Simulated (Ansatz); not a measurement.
# C2H3F3SeZn: ionisation energy by level of theory

Aim: the vertical ionisation energy of C2H3F3SeZn, as cation minus neutral at the neutral's geometry, on several levels, and how well −ε(HOMO) stands in for it.

Method: unrestricted cation, the program's frozen cores in correlated methods; program: Ansatz 0.2.0, Gaussian basis.

Plan: UKS PBE-D4/def2-TZVPP; UKS r2SCAN-D4/def2-TZVPP; UKS PBE0-D4/def2-TZVPP; UKS B3LYP-D4/def2-TZVPP; UKS wB97X-V/def2-TZVPP; UKS wB97M-V/def2-TZVPP; UKS B2PLYP (frozen core with 3s3p of Cu, Zn)/def2-TZVPP; UHF-CCSD(T) with 3s3p of Cu, Zn/def2-TZVPP; UHF-MP2 with 3s3p of Cu, Zn/def2-QZVPP; extrapolation to the limit; then −ε(HOMO) from the neutral's earlier runs with LDA (SPW92), PBE-D4, revPBE-D4, BLYP-D4, r2SCAN-D4, B97M-V, PBE0-D4, B3LYP-D4, r2SCANh-D4, r2SCAN0-D4, HSE06-D4, BHLYP-D4, CAM-B3LYP-D4, LC-ωPBE, ωB97X-V, ωB97M-V.

## (1) Structure used throughout

The geometry comes from an earlier relaxation with PBE0-D4 in a triple-zeta def2 set; it is a stationary point, not always the lowest conformer.

10 atoms, charge 0, spin multiplicity 1.

Atoms are counted from 1 here; the program's logs count them from 0.

Bond lengths: C1–Zn2 1.934 Å, C1–H8 1.091 Å, C1–H9 1.092 Å, C1–H10 1.092 Å, Zn2–Se3 2.322 Å, Se3–C4 1.958 Å, C4–F5 1.332 Å, C4–F6 1.330 Å, C4–F7 1.352 Å. Angles: Zn2–C1–H8 110.5°, Zn2–C1–H9 110.6°, Zn2–C1–H10 109.9°, H8–C1–H9 108.7°, H8–C1–H10 108.6°, H9–C1–H10 108.6°, C1–Zn2–Se3 178.2°, Zn2–Se3–C4 92.4°, Se3–C4–F5 112.2°, Se3–C4–F6 111.3°, Se3–C4–F7 112.1°, F5–C4–F6 107.3°, F5–C4–F7 106.6°, F6–C4–F7 107.1°.

As a file:

| atom | x (Å) | y (Å) | z (Å) |
| --- | --- | --- | --- |
| C1 | 0.9798 | -2.2362 | -0.0877 |
| Zn2 | 0.7345 | -0.3619 | -0.4953 |
| Se3 | 0.4985 | 1.8861 | -1.0274 |
| C4 | -1.0333 | 2.0945 | 0.1741 |
| F5 | -2.1849 | 2.1831 | -0.4896 |
| F6 | -0.9182 | 3.1921 | 0.9161 |
| F7 | -1.1567 | 1.0514 | 1.0253 |
| H8 | 0.3968 | -2.8551 | -0.7721 |
| H9 | 2.0320 | -2.5133 | -0.1765 |
| H10 | 0.6515 | -2.4407 | 0.9332 |

## (2) Cation, UKS PBE-D4/def2-TZVPP

in.yaml reads:

```yaml
crystal:
  periodic: [false, false, false]
  atoms:
    - {symbol: C, position_ang: [0.979841, -2.236225, -0.087742]}
    - {symbol: Zn, position_ang: [0.734531, -0.361919, -0.495276]}
    - {symbol: Se, position_ang: [0.498524, 1.886116, -1.027387]}
    - {symbol: C, position_ang: [-1.033317, 2.094504, 0.174076]}
    - {symbol: F, position_ang: [-2.184903, 2.183108, -0.489569]}
    - {symbol: F, position_ang: [-0.918204, 3.192146, 0.916053]}
    - {symbol: F, position_ang: [-1.156711, 1.051382, 1.025307]}
    - {symbol: H, position_ang: [0.396783, -2.855064, -0.772130]}
    - {symbol: H, position_ang: [2.031950, -2.513334, -0.176503]}
    - {symbol: H, position_ang: [0.651505, -2.440712, 0.933161]}
basis:
  gaussian: {orbitals: def2-TZVPP}
total_charge: 1
magnetization: {spin_polarized: true, initial_magnetization: 1}
hamiltonian: {xc: pbe, dispersion: d4}
```

Launch:

```bash
> ansatz run in.yaml --threads 2 --pin off --events-out ev --progress --plain --max-ram 32768MiB --backend cpu
```

After this run come: Cation, UKS r2SCAN-D4/def2-TZVPP; Cation, UKS PBE0-D4/def2-TZVPP; Cation, UKS B3LYP-D4/def2-TZVPP; Cation, UKS wB97X-V/def2-TZVPP; Cation, UKS wB97M-V/def2-TZVPP; Cation, UKS B2PLYP (frozen core with 3s3p of Cu, Zn)/def2-TZVPP; Cation, UHF-CCSD(T) with 3s3p of Cu, Zn/def2-TZVPP; Cation, UHF-MP2 with 3s3p of Cu, Zn/def2-QZVPP.

Q: Predict the results of all the runs planned. Wanted: ionisation energy, CCSD(T)/CBS; nearest functional by difference; nearest −ε(HOMO); −ε(HOMO) of PBE; T1 of the cation.

**Answer**, as computed:

```
                        quantity               value
  ionisation energy, CCSD(T)/CBS             9.63 eV
nearest functional by difference  ωB97X-V (-0.19 eV)
                nearest −ε(HOMO)  ωB97X-V (-0.06 eV)
                 −ε(HOMO) of PBE             6.05 eV
                T1 of the cation               0.014
```

Energy differences with functionals land within 0.45 eV of the reference. The PBE orbital energy is 3.6 eV too small: a semilocal HOMO is no ionisation energy. Among orbital estimates ωB97X-V comes nearest. Hartree-Fock falls 1.12 eV short, as the neutral has more correlation energy than the cation. For Zn the d shell is correlated and the shells below it are frozen. Correlated methods include outer-core shells of Se, which these sets cover unevenly. With outer-core shells in play the reference is unsure by up to some tenths of an eV, so close misses can't be ranked.
